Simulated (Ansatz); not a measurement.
# CH₆SiTe: one species, many methods

An exercise on one series of results from a longer session: the logs are not shown, and one member is left open.

Method: functionals in def2-TZVPP, the program's frozen cores in correlated methods; program: Ansatz 0.2.0, Gaussian basis.

Levels to be run: LDA (SPW92), PBE-D4, revPBE-D4, BLYP-D4, r2SCAN-D4, B97M-V, PBE0-D4, B3LYP-D4, r2SCANh-D4, r2SCAN0-D4, HSE06-D4, BHLYP-D4, CAM-B3LYP-D4, LC-ωPBE, ωB97X-V, ωB97M-V, B2PLYP, PBE-QIDH; CCSD(T)/def2-SVP; CCSD(T)/def2-TZVPP; MP2/def2-QZVPP; extrapolation to the limit; RPA on PBE.

### The geometry

An earlier PBE0-D4 in a triple-zeta def2 set relaxation fixed the geometry. Te takes the def2 core potential; no spin-orbit term is included.

SMILES `[SiH3]C[TeH]`, 9 atoms, charge 0, spin multiplicity 1.

Atoms are counted from 1 here; the program's logs count them from 0.

Bond lengths: Si1–C2 1.873 Å, Si1–H4 1.486 Å, Si1–H5 1.487 Å, Si1–H6 1.486 Å, C2–Te3 2.148 Å, C2–H7 1.090 Å, C2–H8 1.090 Å, Te3–H9 1.659 Å. Angles: C2–Si1–H4 110.1°, C2–Si1–H5 109.8°, C2–Si1–H6 110.1°, H4–Si1–H5 109.0°, H4–Si1–H6 108.8°, H5–Si1–H6 109.1°, Si1–C2–Te3 111.1°, Si1–C2–H7 110.2°, Si1–C2–H8 110.3°, Te3–C2–H7 107.9°, Te3–C2–H8 108.0°, H7–C2–H8 109.3°, C2–Te3–H9 93.9°.

Coordinates:

| atom | x (Å) | y (Å) | z (Å) |
| --- | --- | --- | --- |
| Si1 | -0.5523 | 0.8015 | -0.9014 |
| C2 | 0.4922 | -0.4097 | 0.0734 |
| Te3 | -0.2786 | -0.6718 | 2.0616 |
| H4 | -1.9532 | 0.3126 | -0.9880 |
| H5 | -0.0030 | 0.9462 | -2.2760 |
| H6 | -0.5492 | 2.1296 | -0.2346 |
| H7 | 1.5153 | -0.0418 | 0.1563 |
| H8 | 0.4977 | -1.3837 | -0.4165 |
| H9 | 0.9195 | -1.7292 | 2.5080 |

The first run:

Contents of in.yaml:

```yaml
crystal:
  periodic: [false, false, false]
  atoms:
    - {symbol: Si, position_ang: [-0.552314, 0.801511, -0.901430]}
    - {symbol: C, position_ang: [0.492230, -0.409714, 0.073431]}
    - {symbol: Te, position_ang: [-0.278626, -0.671828, 2.061567]}
    - {symbol: H, position_ang: [-1.953246, 0.312608, -0.987968]}
    - {symbol: H, position_ang: [-0.003025, 0.946234, -2.275993]}
    - {symbol: H, position_ang: [-0.549154, 2.129584, -0.234563]}
    - {symbol: H, position_ang: [1.515314, -0.041773, 0.156255]}
    - {symbol: H, position_ang: [0.497720, -1.383714, -0.416545]}
    - {symbol: H, position_ang: [0.919499, -1.729207, 2.508046]}
basis:
  gaussian: {orbitals: def2-TZVPP}
hamiltonian: {xc: lda}
output: {orbitals: {seedname: orbitals}}
```

Launch:

```bash
$ ansatz run in.yaml --threads 2 --pin off --events-out ev --progress --plain --max-ram 4352MiB
```

Among the steps run: LDA; PBE-D4 (GGA); revPBE-D4 (GGA); BLYP-D4 (GGA); r2SCAN-D4 (meta-GGA); B97M-V (meta-GGA); B3LYP-D4 (hybrid); r2SCANh-D4 (hybrid); r2SCAN0-D4 (hybrid); HSE06-D4 (hybrid); BHLYP-D4 (hybrid); CAM-B3LYP-D4 (range-separated); LC-ωPBE (range-separated); ωB97X-V (range-separated); ωB97M-V (range-separated); B2PLYP (double hybrid); PBE-QIDH (double hybrid).

One of the session's tables, all rows but one given; the rest of the session is left out.

It belongs to the step «Frontier levels by functional». 

```
  functional  HOMO (eV)  gap (eV)
 LDA (SPW92)      -5.31      3.46
      PBE-D4      -5.17      3.51
   revPBE-D4      -5.12      3.55
     BLYP-D4      -5.01      3.45
   r2SCAN-D4      -5.40      3.96
      B97M-V      -5.44      3.91
     PBE0-D4          ?         ?
    B3LYP-D4      -6.00      4.93
  r2SCANh-D4      -5.79      4.64
  r2SCAN0-D4      -6.37      5.65
    HSE06-D4      -5.82      4.61
    BHLYP-D4      -7.10      7.10
CAM-B3LYP-D4      -7.45      7.61
     LC-ωPBE      -8.77     10.07
     ωB97X-V      -8.45      9.60
     ωB97M-V      -8.34      9.28
```

**Question.** Estimate the row for PBE0-D4.

The run gave: HOMO (eV): -6.21; gap (eV): 5.37. In the column «HOMO (eV)» it lies between r2SCAN0-D4 (-6.37) and B3LYP-D4 (-6.00).
